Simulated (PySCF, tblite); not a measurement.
# C5H3BrNS radical: geometry, infrared bands and EPR parameters

What infrared bands and EPR parameters should C5H3BrNS radical (`Sc1cn[c]c(Br)c1`) show?

Computed with tblite 0.8.0 and PySCF 2.14.0, with density-fitted response routines of our own, on a single molecule in the gas phase. Atoms are numbered from 0 throughout.

### Step 1. Starting geometry

11 atoms, charge 0, multiplicity 2; geometry from: force field or distance geometry start.

Bonds of the start (Å): S0–C1 1.76, C1–C2 1.40, C2–N3 1.35, N3–C4 1.34, C4–C5 1.39, C5–Br6 1.89, C5–C7 1.38, C7–C1 1.40, S0–H8 1.34, C2–H9 1.09, C7–H10 1.08.

### Step 2. Geometry optimisation with GFN2-xTB

What the job is given:

```
{"job": {"kind": "relax", "xc": "GFN2-xTB", "basis": "xTB"}, "charge": 0, "multiplicity": 2}
S     -2.462500     0.275100     0.697600
C     -0.790000    -0.136200     0.329100
C     -0.402100    -1.464800     0.102300
N      0.854500    -1.852200    -0.183900
C      1.795700    -0.892100    -0.196200
C      1.518000     0.447000     0.026800
Br     2.915600     1.716900    -0.033700
C      0.220400     0.836400     0.310900
H     -2.475400     1.466700     0.084300
H     -1.146900    -2.267100     0.123600
H     -0.021900     1.873000     0.498200
```

Started as:

```console
$ OMP_NUM_THREADS=1 python probes_run.py task.json out
```

The driver reads the jobs from task.json and runs them one after another.

**Question.** This job is followed by: GFN2-xTB harmonic vibrations, gas phase; UKS B3LYP, def2-TZVP-core on Br, pcH-1 on C H N S, non-relativistic, mean-field spin-orbit, GIAO. Predict these results of the whole session: strongest single infrared mode (GFN2-xTB); zero-point energy (GFN2-xTB); g(iso) (B3LYP); ⟨S²⟩; largest a(iso); surface potential, 1st and 99th percentile.

As calculated:

| quantity | value |
| --- | --- |
| strongest single infrared mode (GFN2-xTB) | 1342 cm⁻¹, 90 km/mol |
| zero-point energy (GFN2-xTB) | 38.6 kcal/mol |
| g(iso) (B3LYP) | 1.99998 |
| ⟨S²⟩ | 0.756 (exact 0.75) |
| largest a(iso) | 13C on C4, 581.3 MHz |
| surface potential, 1st and 99th percentile | -1.13 V and 1.87 V |

In words: The optimisation took 43 steps and gained 0.255 eV; among the close pairs (by a distance rule), N3–C4 changed most, from 1.345 to 1.275 Å. All 27 modes are real, so the xTB geometry is a minimum. The strongest single mode, at 1342 cm⁻¹, has its largest shares on C1, H10, C2 and C5 (the list is cut at 4 atoms). GFN2-xTB is a fitted tight-binding method: band positions and strengths are rough. Its intensities can rank the bands wrongly. C4 carries the largest spin population, 0.84 e. The isotropic g lies 2.3 ppt below the free-electron value. The hyperfine terms hold no scalar relativity, which the heavier nuclei need.
